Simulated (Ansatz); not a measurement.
# AgOsSe2: the cost of one run

Method: DFT PBE+U (U_eff = 1 eV on Os d), plane waves, PAW, no spin–orbit coupling unless a run says so, in Ansatz 0.2.0.

**1. Starting point**

It takes space group R-3m (No. 166, trigonal). The conventional cell has a = 3.882 Å, b = 3.882 Å, c = 21.140 Å, α = 90.00°, β = 90.00°, γ = 120.00°. Ag (site symmetry -3m) has 6 Se at 3.08 Å in its first shell of neighbours. Os (site symmetry -3m) is surrounded by 6 Se at 2.65 Å. Se (site symmetry 3m) has 3 Os at 2.65 Å and 3 Ag at 3.08 Å in its first shell of neighbours.

Structure file:

```xyz
4
Lattice="1.9410 1.1206 7.0465 -1.9410 1.1206 7.0465 0.0000 -2.2413 7.0465" Properties=species:S:1:pos:R:3 pbc="T T T"
Ag    0.0000    0.0000   10.5698
Os    0.0000    0.0000    0.0000
Se    0.0000    0.0000    5.6379
Se    0.0000    0.0000   15.5016
```

Magnetic order typed: ferromagnetic.

**2. From atoms, symmetry kept, no search**

input.yaml

```yaml
crystal:
  lattice:
    - [1.94098114, 1.12062598, 7.04650221]
    - [-1.94098114, 1.12062598, 7.04650221]
    - [0.0, -2.24125197, 7.04650221]
  atoms:
    - { symbol: Ag, position: [0.5, 0.5, 0.5] }
    - { symbol: Os, position: [0.0, 0.0, 0.0], spin: 5.0 }
    - { symbol: Se, position: [0.2667, 0.2667, 0.2667] }
    - { symbol: Se, position: [0.7333, 0.7333, 0.7333] }
basis:
  ecutwfc: 420
  ecutrho_ratio: 4
kpoints:
  mp_grid: { grid: [6, 6, 6] }
hamiltonian:
  xc: pbe
  hubbard: { sites: [{ site: 1, l: d, u_eff: 1.0 }] }
scf:
  occupations: { method: gaussian, width: 0.05 }
  lower_state_search: "off"
  max_iter: 150
output:
  forces: true
  stress: true
  eigenvalues: true
  populations: true
  hubbard: { sites: [{ site: 1, l: d }] }
magnetization:
  spin_polarized: true
```

Launch:

```sh
$ ansatz run input.yaml --threads 2 --pin off --max-ram 3072MiB --backend cpu --events-out ev --progress --plain --runs-dir out
```

**Question.** How long does this run take on 2 threads of Intel Xeon Platinum 8259CL at 2.50GHz (Skylake/Cascade Lake), shared host, and how much memory does it need?

About 16 s, with a peak of 0.66 GiB.
